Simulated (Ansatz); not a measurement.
# C₃H₆FInO: a ladder of functionals and wavefunction methods

An exercise on one series of results from a longer session: the logs are not shown, and one member is left open.

Program: Ansatz 0.2.0, Gaussian basis. Level of theory: functionals in def2-TZVPP, the program's frozen cores in correlated methods. These are calculated values, not measurements.

Plan: LDA (SPW92), PBE-D4, revPBE-D4, BLYP-D4, r2SCAN-D4, B97M-V, PBE0-D4, B3LYP-D4, r2SCANh-D4, r2SCAN0-D4, HSE06-D4, BHLYP-D4, CAM-B3LYP-D4, LC-ωPBE, ωB97X-V, ωB97M-V, B2PLYP, PBE-QIDH; CCSD(T)/def2-SVP; MP2/def2-TZVPP; MP2/def2-QZVPP; RPA on PBE.

### The relaxed structure

An earlier PBE0-D4 in a triple-zeta def2 set relaxation fixed the geometry. In takes the def2 core potential; no spin-orbit term is included.

SMILES `C=C[C](O)(F)[InH2]`, 12 atoms, charge 0, spin multiplicity 1.

Atoms are counted from 1 here; the program's logs count them from 0.

Bond lengths: C1–C2 1.330 Å, C1–H7 1.085 Å, C1–H8 1.083 Å, C2–C3 1.481 Å, C2–H9 1.086 Å, C3–O4 1.374 Å, C3–F5 1.410 Å, C3–In6 2.217 Å, O4–H10 0.969 Å, In6–H11 1.720 Å, In6–H12 1.724 Å. Angles: C2–C1–H7 121.4°, C2–C1–H8 121.2°, H7–C1–H8 117.4°, C1–C2–C3 124.2°, C1–C2–H9 120.7°, C3–C2–H9 115.0°, C2–C3–O4 114.2°, C2–C3–F5 107.3°, C2–C3–In6 110.1°, O4–C3–F5 109.1°, O4–C3–In6 108.6°, F5–C3–In6 107.2°, C3–O4–H10 108.4°, C3–In6–H11 118.4°, C3–In6–H12 117.0°, H11–In6–H12 124.5°.

Set-up of the first run:

The input, in.yaml:

```yaml
crystal:
  periodic: [false, false, false]
  atoms:
    - {symbol: C, position_ang: [1.225450, -1.275971, 0.668294]}
    - {symbol: C, position_ang: [0.588815, -0.123286, 0.857876]}
    - {symbol: C, position_ang: [0.072120, 0.732245, -0.235534]}
    - {symbol: O, position_ang: [0.719359, 0.565519, -1.436285]}
    - {symbol: F, position_ang: [0.209684, 2.072906, 0.179535]}
    - {symbol: In, position_ang: [-2.091938, 0.356972, -0.539159]}
    - {symbol: H, position_ang: [1.423721, -1.655178, -0.328582]}
    - {symbol: H, position_ang: [1.552077, -1.881000, 1.504891]}
    - {symbol: H, position_ang: [0.373739, 0.233916, 1.861126]}
    - {symbol: H, position_ang: [1.674491, 0.565486, -1.272226]}
    - {symbol: H, position_ang: [-2.602737, -0.331297, -2.030743]}
    - {symbol: H, position_ang: [-3.144791, 0.739697, 0.770806]}
basis:
  gaussian: {orbitals: def2-TZVPP}
hamiltonian: {xc: lda}
output: {orbitals: {seedname: orbitals}}
```

Launch:

```bash
$ ansatz run in.yaml --threads 4 --pin off --events-out ev --progress --plain --max-ram 10444MiB
```

Steps of the session up to this table: LDA; PBE-D4 (GGA); revPBE-D4 (GGA); BLYP-D4 (GGA); r2SCAN-D4 (meta-GGA); B97M-V (meta-GGA); B3LYP-D4 (hybrid); r2SCANh-D4 (hybrid); r2SCAN0-D4 (hybrid); HSE06-D4 (hybrid); BHLYP-D4 (hybrid); CAM-B3LYP-D4 (range-separated); LC-ωPBE (range-separated); ωB97X-V (range-separated); ωB97M-V (range-separated); B2PLYP (double hybrid); PBE-QIDH (double hybrid).

One of the session's tables, all rows but one given; the rest of the session is left out.

It belongs to the step «Frontier levels by functional». 

```
  functional  HOMO (eV)  LUMO (eV)  gap (eV)
 LDA (SPW92)      -5.95      -2.86      3.09
      PBE-D4      -5.77      -2.57      3.19
   revPBE-D4      -5.69      -2.44      3.25
     BLYP-D4          ?          ?         ?
   r2SCAN-D4      -5.96      -2.32      3.64
      B97M-V      -6.03      -2.57      3.45
     PBE0-D4      -6.88      -1.82      5.06
    B3LYP-D4      -6.72      -2.11      4.61
  r2SCANh-D4      -6.38      -2.06      4.32
  r2SCAN0-D4      -7.01      -1.67      5.35
    HSE06-D4      -6.49      -2.17      4.31
    BHLYP-D4      -7.91      -1.16      6.76
CAM-B3LYP-D4      -8.18      -1.02      7.16
     LC-ωPBE      -9.41       0.14      9.56
     ωB97X-V      -9.09      -0.02      9.07
     ωB97M-V      -8.99      -0.30      8.69
```

**Question.** Estimate the row for BLYP-D4.

Worked estimate for «HOMO (eV)». Against the share of exact exchange, B3LYP-D4 (0.2, -6.72), BHLYP-D4 (0.5, -7.91) give a slope of -3.97 per unit share; at 0 the line stands at -5.93.

**Answer.** HOMO (eV): -5.67; LUMO (eV): -2.54; gap (eV): 3.12. In «HOMO (eV)» the line misses by -0.26.
